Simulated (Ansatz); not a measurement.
# Be3Si (I4/mmm) in Ansatz: equation of state

How stiff is Be3Si in PBE, and what volume does it want? The cell is scaled to several volumes.

Program: Ansatz 0.2.0. These are calculated values, not measurements. Logs are shortened: lines on timing, memory, paths and dates and some standing lists are left out, and cuts for length are marked.

## Step 1: The crystal as given

It takes space group I4/mmm (No. 139, tetragonal). The conventional cell has a = 3.411 Å, b = 3.411 Å, c = 6.846 Å, α = 90.00°, β = 90.00°, γ = 90.00°. Around Si (site symmetry 4/mmm) lie 12 Be at 2.41 to 2.42 Å. Be (site symmetry 4/mmm) has 4 Si at 2.41 Å and 8 Be at 2.42 Å as nearest neighbours. Be (site symmetry -4m2) has 8 Be at 2.41 to 2.42 Å and 4 Si at 2.42 Å as nearest neighbours.

The cell comes from a database or a generator and needn't be the stable form of this composition.

## Step 2: Single point, PBE, 9.36 Å³/atom (volume scaled by 0.94)

The input, input.yaml:

```yaml
crystal:
  lattice:
    - [-1.6707487611, 1.6707487611, 3.3532535351]
    - [1.6707487611, -1.6707487611, 3.3532535351]
    - [1.6707487611, 1.6707487611, -3.3532535351]
  atoms:
    - { symbol: Si, position: [0.0, 0.0, 0.0] }
    - { symbol: Be, position: [0.5, 0.5, 0.0] }
    - { symbol: Be, position: [0.25, 0.75, 0.5] }
    - { symbol: Be, position: [0.75, 0.25, 0.5] }
hamiltonian:
  xc: pbe
  pseudopotentials: { kind: paw }
kpoints:
  mp_grid: { grid: [11, 11, 11] }
scf:
  occupations: { method: fermi_dirac, width: 0.05 }
output:
  forces: true
  stress: true
  eigenvalues: true
```

Potentials or basis: Ansatz PAW.

Command:

```bash
$ ansatz run input.yaml --threads 2 --pin off --max-ram 5120MiB --backend cpu --events-out ev --progress --plain --runs-dir out
```

The log of the run:

```text
Warning: RAYON_NUM_THREADS=2 ignored (pool sized by the plan → 2); use --threads N
Engine: ansatz 0.2.0, aarch64-unknown-linux-gnu
Pseudopotentials: kind: paw
Pseudopotential: Si, paw, valence charge 4, recommended cutoff 420 eV (normal), Si.paw.azcp
Pseudopotential: Be, paw, valence charge 2, recommended cutoff 420 eV (normal), Be.paw.azcp
Functional definition: PBE
  parameter kappa = 0.804
  parameter beta = 0.06672455060314922
  exchange = pbe_x(kappa = kappa, mu = beta*pi^2/3)
  correlation = pbe_c(beta = beta)
Crystal: 4 atoms, lattice volume = 37.441 Å³
Basis set: ecut = 420 eV, 719 PW (Γ), exchange–correlation on 60×60×60 points (8 copies of the dense FFT grid, shifted against one another)
Bands: 9, of which v1, the nominal top of the filled ones, is band 5 counted from 1 (4 counted from 0)
Symmetry: 16 space group operations
Space group: I4/mmm (ITA 139), of the structure as read, at distance tolerance 3.3e-5 Å
k-points: 126 of 1331
Non-local potential: Si, projectors of the file, l = 0: 2, l = 1: 2, l = 2: 2
Non-local potential: Be, projectors of the file, l = 0: 2, l = 1: 2, l = 2: 1
PAW form: soft (Blöchl's): semilocal exchange-correlation on the pseudo side does not see the compensation charge
PAW one-centre angular grid: Si, 110 points (default); XC on 64 Gauss nodes
PAW one-centre angular grid: Be, 110 points (default); XC on 64 Gauss nodes
Initial density: superposition of atomic densities (neutral atoms: chi_scale 0, normalization atom), corrected by the library's trained network
Initial wavefunctions: pseudopotential atomic-orbital guess
Functional: x = pbe(κ = 0.804, μ = 0.2195149727645171), c = pbe(β = 0.06672455060314922)
SCF iter   1: F=—  HF=-912.982327 eV  |F-HF|=—  |Δ(HF+E_count)|=         —  Δρ=1.84e-3  dr2=9.63e-4  ethr=1.77e-3  ⟨swp⟩=5.4  Hψ=8621  notcnv=0
preconditioner: auto → Kerker (q_TF=auto, 2.189 Å⁻¹)  [metal: Δε(μ)=0.024 eV  Ē_g=9.086 eV  σ=0.050 eV  W_gap=0.12  n_scr=10 (ndim 8)  ℏωp=19.2 eV  f_vac=0.000  D(μ)=1.05/eV (n_scr^D=10)]
SCF iter   2: F=—  HF=-912.982117 eV  |F-HF|=—  |Δ(HF+E_count)|=   2.10e-4  Δρ=1.13e-3  dr2=3.61e-4  ethr=9.63e-6  ⟨swp⟩=1.3  Hψ=2184  notcnv=0  defer=1
SCF iter   3: F=—  HF=-912.982041 eV  |F-HF|=—  |Δ(HF+E_count)|=   7.59e-5  Δρ=1.03e-4  dr2=3.55e-6  ethr=3.61e-6  ⟨swp⟩=1.4  Hψ=1266  notcnv=0  defer=1
SCF iter   4: F=—  HF=-912.982030 eV  |F-HF|=—  |Δ(HF+E_count)|=   1.07e-5  Δρ=2.18e-5  dr2=1.38e-7  ethr=3.55e-8  ⟨swp⟩=1.2  Hψ=1186  notcnv=0  defer=1
iter 5 did not close the SCF: its close was put off for the readings that it lacked (scf_convergence_deferred on its scf_iter line)
SCF iter   5: F=-912.982030 eV  HF=-912.982030 eV  |F-HF|=4.72e-10  |Δ(HF+E_count)|=   2.23e-8  Δρ=3.03e-6  dr2=2.65e-9  ethr=1.38e-9  ⟨swp⟩=1.7  Hψ=1412  notcnv=0  defer=1
SCF iter   6: F=-912.982030 eV  HF=-912.982030 eV  |F-HF|=9.09e-12  |Δ(HF+E_count)|=  1.04e-10  Δρ=3.01e-7  dr2=3.10e-11  ethr=2.65e-11  ⟨swp⟩=1.4  Hψ=3649  notcnv=0
SCF 1 converged in 6 iterations: F = -912.982030 eV  dr2 = 3.10e-11
SCF converged after 6 iterations
Free energy (F): -912.982030 eV
Harris-Foulkes:  -912.982030 eV  (|F-HF|=9.09e-12)
Internal energy: -912.973252 eV  (E = F + TS)
E sigma→0 (E₀):  -912.977641 eV
Entropy (-TS):   -0.008779 eV (-2.195 meV/atom)
Fermi energy:    9.445669 eV
--- Per-component energies (eV) ---
  E_band       = 40.062161
  E_kinetic    = 105.330885
  E_local      = 8.904581  (includes V_loc(G=0)·N_el)
  E_nonlocal   = 39.661736
  E_hartree    = 2.015975
  E_xc         = -115.954032
  E_vxc        = -111.152239  (∫ρ·V_xc dr)
  E_paw        = -691.440122  (= ΣΔE_a)
  E_vpaw       = -6.714754  (= ΣTr[D̂ρ^β])
  E_aug_tail   = 0.000005  (compensation charges beyond the density's cutoff)
  E_ewald      = -261.492279
  E_smearing   = -0.008779  (= −TS)
  E_closure    = 0.000000  (closes the sum)
  Σ components = -912.982030   (vs F -912.982030, Δ=0.00e0)
--- Forces (eV/Å), atoms counted from 1 ---
  atom   1  Si     0.00000000     0.00000000    -0.00000000
  atom   2  Be     0.00000000     0.00000000     0.00000000
  atom   3  Be     0.00000000    -0.00000000     0.00000000
  atom   4  Be     0.00000000    -0.00000000     0.00000000
  max |Σ_I F_I| component: 2.43e-17 eV/Å
--- Stress (GPa, compression-positive) ---
        6.967389       0.000000       0.000000
        0.000000       6.967389      -0.000000
       -0.000000       0.000000       6.708434
  P = ⅓ Tr σ = 6.8811 GPa (68.811 kbar)
--- Band table (eV; the first three rows and the last of 126) ---
  k-point 0: bands = ["-3.6540", "5.9120", "8.8530", "8.8530", "9.5242", "9.5242", "10.4536", "10.5034", "11.7095"]
  k-point 1: bands = ["-3.4740", "6.0868", "7.4633", "8.3119", "8.3925", "9.3610", "10.5778", "12.2772", "13.3482"]
  k-point 2: bands = ["-2.9347", "5.8679", "6.2452", "7.2099", "7.5079", "8.9751", "10.1726", "12.9993", "14.9977"]
  k-point 125: bands = ["-1.7155", "0.3901", "5.3415", "6.1549", "10.6377", "11.5579", "16.0573", "17.1089", "17.3649"]
```

It took 1.6 s on 2 threads of Arm Neoverse V1, shared host; peak memory 0.33 GiB.

Results:

```yaml
Free_energy: -912.9820 eV
Pressure: 6.9 GPa
Band_gap_on_the_k_mesh: none (metal or under the smearing width)
```

## Step 3: Single point, PBE, 9.56 Å³/atom (volume scaled by 0.96)

input.yaml, as its differences from that of step 2:

```diff
@@ -2,5 +2,5 @@
   lattice:
-    - [-1.6707487611, 1.6707487611, 3.3532535351]
-    - [1.6707487611, -1.6707487611, 3.3532535351]
-    - [1.6707487611, 1.6707487611, -3.3532535351]
+    - [-1.6825149851, 1.6825149851, 3.3768687747]
+    - [1.6825149851, -1.6825149851, 3.3768687747]
+    - [1.6825149851, 1.6825149851, -3.3768687747]
   atoms:
@@ -21 +21,5 @@
   eigenvalues: true
+  write_density: true
+  write_potential: true
+  elf: true
+  volumetric_format: npy
```

Potentials or basis: Ansatz PAW.

Command:

```bash
$ ansatz run input.yaml --threads 2 --pin off --max-ram 5120MiB --backend cpu --events-out ev --progress --plain --runs-dir out
```

Run time: 2.1 s. Hardware: 2 threads of Arm Neoverse V1, shared host; peak memory 0.33 GiB.

It converged, with:

```yaml
Free_energy: -913.0090 eV
Pressure: 4.0 GPa
Band_gap_on_the_k_mesh: none (metal or under the smearing width)
```

## Step 4: Single point, PBE, 9.76 Å³/atom (volume scaled by 0.98)

input.yaml, as its differences from that of step 3:

```diff
@@ -2,5 +2,5 @@
   lattice:
-    - [-1.6825149851, 1.6825149851, 3.3768687747]
-    - [1.6825149851, -1.6825149851, 3.3768687747]
-    - [1.6825149851, 1.6825149851, -3.3768687747]
+    - [-1.6941189034, 1.6941189034, 3.4001582608]
+    - [1.6941189034, -1.6941189034, 3.4001582608]
+    - [1.6941189034, 1.6941189034, -3.4001582608]
   atoms:
```

Command:

```bash
$ ansatz run input.yaml --threads 2 --pin off --max-ram 5120MiB --backend cpu --events-out ev --progress --plain --runs-dir out
```

Run time: 2.1 s. Hardware: 2 threads of Arm Neoverse V1, shared host; peak memory 0.34 GiB.

The run converged. Its results:

* Free energy: -913.0222 eV
* Pressure: 1.4 GPa
* Band gap on the k mesh: none (metal or under the smearing width)

## Step 5: Single point, PBE, 9.96 Å³/atom

input.yaml, as its differences from that of step 4:

```diff
@@ -2,5 +2,5 @@
   lattice:
-    - [-1.6941189034, 1.6941189034, 3.4001582608]
-    - [1.6941189034, -1.6941189034, 3.4001582608]
-    - [1.6941189034, 1.6941189034, -3.4001582608]
+    - [-1.705566, 1.705566, 3.423133]
+    - [1.705566, -1.705566, 3.423133]
+    - [1.705566, 1.705566, -3.423133]
   atoms:
@@ -21,5 +21 @@
   eigenvalues: true
-  write_density: true
-  write_potential: true
-  elf: true
-  volumetric_format: npy
```

Command:

```bash
$ ansatz run input.yaml --threads 2 --pin off --max-ram 5120MiB --backend cpu --events-out ev --progress --plain --runs-dir out
```

Run time: 1.6 s. Hardware: 2 threads of Arm Neoverse V1, shared host; peak memory 0.33 GiB.

The run converged. Its results:

```
Free energy            : -913.0231 eV
Pressure               : -1.0 GPa
Band gap on the k mesh : none (metal or under the smearing width)
```

## Step 6: Single point, PBE, 10.16 Å³/atom (volume scaled by 1.02)

input.yaml, as its differences from that of step 5:

```diff
@@ -2,5 +2,5 @@
   lattice:
-    - [-1.705566, 1.705566, 3.423133]
-    - [1.705566, -1.705566, 3.423133]
-    - [1.705566, 1.705566, -3.423133]
+    - [-1.7168614683, 1.7168614683, 3.4458034156]
+    - [1.7168614683, -1.7168614683, 3.4458034156]
+    - [1.7168614683, 1.7168614683, -3.4458034156]
   atoms:
```

Potentials or basis: Ansatz PAW.

Command:

```bash
$ ansatz run input.yaml --threads 2 --pin off --max-ram 5120MiB --backend cpu --events-out ev --progress --plain --runs-dir out
```

It took 1.6 s on 2 threads of Arm Neoverse V1, shared host; peak memory 0.33 GiB.

It converged, with:

```yaml
Free_energy: -913.0126 eV
Pressure: -3.2 GPa
Band_gap_on_the_k_mesh: none (metal or under the smearing width)
```

## Step 7: Single point, PBE, 10.36 Å³/atom (volume scaled by 1.04)

input.yaml, as its differences from that of step 6:

```diff
@@ -2,5 +2,5 @@
   lattice:
-    - [-1.7168614683, 1.7168614683, 3.4458034156]
-    - [1.7168614683, -1.7168614683, 3.4458034156]
-    - [1.7168614683, 1.7168614683, -3.4458034156]
+    - [-1.7280102317, 1.7280102317, 3.4681793895]
+    - [1.7280102317, -1.7280102317, 3.4681793895]
+    - [1.7280102317, 1.7280102317, -3.4681793895]
   atoms:
```

Command:

```bash
$ ansatz run input.yaml --threads 2 --pin off --max-ram 5120MiB --backend cpu --events-out ev --progress --plain --runs-dir out
```

It took 1.6 s on 2 threads of Arm Neoverse V1, shared host; peak memory 0.34 GiB.

Results (log left out):

| Property | Result |
| --- | --- |
| Free energy | -912.9918 eV |
| Pressure | -5.2 GPa |
| Band gap on the k mesh | none (metal or under the smearing width) |

## Step 8: Single point, PBE, 10.56 Å³/atom (volume scaled by 1.06)

input.yaml, as its differences from that of step 7:

```diff
@@ -2,5 +2,5 @@
   lattice:
-    - [-1.7280102317, 1.7280102317, 3.4681793895]
-    - [1.7280102317, -1.7280102317, 3.4681793895]
-    - [1.7280102317, 1.7280102317, -3.4681793895]
+    - [-1.7390169631, 1.7390169631, 3.4902702997]
+    - [1.7390169631, -1.7390169631, 3.4902702997]
+    - [1.7390169631, 1.7390169631, -3.4902702997]
   atoms:
@@ -21 +21,5 @@
   eigenvalues: true
+  write_density: true
+  write_potential: true
+  elf: true
+  volumetric_format: npy
```

Potentials or basis: Ansatz PAW.

Command:

```bash
$ ansatz run input.yaml --threads 2 --pin off --max-ram 5120MiB --backend cpu --events-out ev --progress --plain --runs-dir out
```

The log of the run:

```text
Warning: RAYON_NUM_THREADS=2 ignored (pool sized by the plan → 2); use --threads N
[... 9 set-up lines as earlier in the session ...]
Crystal: 4 atoms, lattice volume = 42.221 Å³
Basis set: ecut = 420 eV, 803 PW (Γ), exchange–correlation on 60×60×60 points (8 copies of the dense FFT grid, shifted against one another)
Bands: 9, of which v1, the nominal top of the filled ones, is band 5 counted from 1 (4 counted from 0)
[... 1 set-up line as earlier in the session ...]
Space group: I4/mmm (ITA 139), of the structure as read, at distance tolerance 3.5e-5 Å
k-points: 126 of 1331
[... 2 set-up lines as earlier in the session ...]
[... 22 lines left out ...]
Fermi energy:    8.149592 eV
--- Per-component energies (eV) ---
  E_band       = 30.989349
  E_kinetic    = 98.028642
  E_local      = 3.481847  (includes V_loc(G=0)·N_el)
  E_nonlocal   = 38.420203
  E_hartree    = 2.433957
  E_xc         = -113.144276
  E_vxc        = -107.498812  (∫ρ·V_xc dr)
  E_paw        = -690.946403  (= ΣΔE_a)
  E_vpaw       = -6.310450  (= ΣTr[D̂ρ^β])
  E_aug_tail   = 0.000005  (compensation charges beyond the density's cutoff)
  E_ewald      = -251.226935
  E_smearing   = -0.008590  (= −TS)
  E_closure    = 0.000000  (closes the sum)
  Σ components = -912.961550   (vs F -912.961550, Δ=0.00e0)
--- Forces (eV/Å), atoms counted from 1 ---
  atom   1  Si    -0.00000000     0.00000000     0.00000000
  atom   2  Be     0.00000000     0.00000000     0.00000000
  atom   3  Be     0.00000000     0.00000000     0.00000000
  atom   4  Be     0.00000000    -0.00000000     0.00000000
  max |Σ_I F_I| component: 1.04e-17 eV/Å
--- Stress (GPa, compression-positive) ---
       -7.017795      -0.000000      -0.000000
       -0.000000      -7.017795      -0.000000
       -0.000000       0.000000      -6.861884
  P = ⅓ Tr σ = -6.9658 GPa (-69.658 kbar)
--- Band table (eV; the first three rows and the last of 126) ---
  k-point 0: bands = ["-4.1122", "4.9483", "7.5932", "7.5932", "8.3798", "8.3798", "8.8581", "9.4047", "10.3376"]
  k-point 1: bands = ["-3.9441", "5.1044", "6.4030", "7.0455", "7.2584", "8.1875", "9.0883", "10.9436", "11.8525"]
  k-point 2: bands = ["-3.4415", "4.9551", "5.2517", "6.1053", "6.2409", "7.7477", "8.9216", "11.2394", "13.4072"]
  k-point 125: bands = ["-2.3306", "-0.2488", "4.3989", "5.1783", "9.1356", "10.1129", "14.2847", "15.0908", "15.3933"]
```

It took 2.2 s on 2 threads of Arm Neoverse V1, shared host; peak memory 0.34 GiB.

Results:

* Free energy: -912.9616 eV
* Pressure: -7.0 GPa
* Band gap on the k mesh: none (metal or under the smearing width)

## Step 9: Equation of state, PBE

Potentials or basis: Ansatz PAW.

No new run: the results of the series are fitted here.

Results:

* Equilibrium volume: 9.87 Å³/atom
* Bulk modulus at fixed shape and positions: 118 GPa
* Pressure derivative of the bulk modulus: 3.6

Energy against volume, from the lowest point:
```csv
volume (Å³/atom),energy (meV/atom)
9.360,10.26
9.559,3.53
9.759,0.21
9.958,0.00
10.157,2.62
10.356,7.83
10.555,15.38
```

Caveat: the cell was scaled at fixed shape and fractional positions, which overstates the stiffness of a crystal with free parameters, most of all of layers and chains.
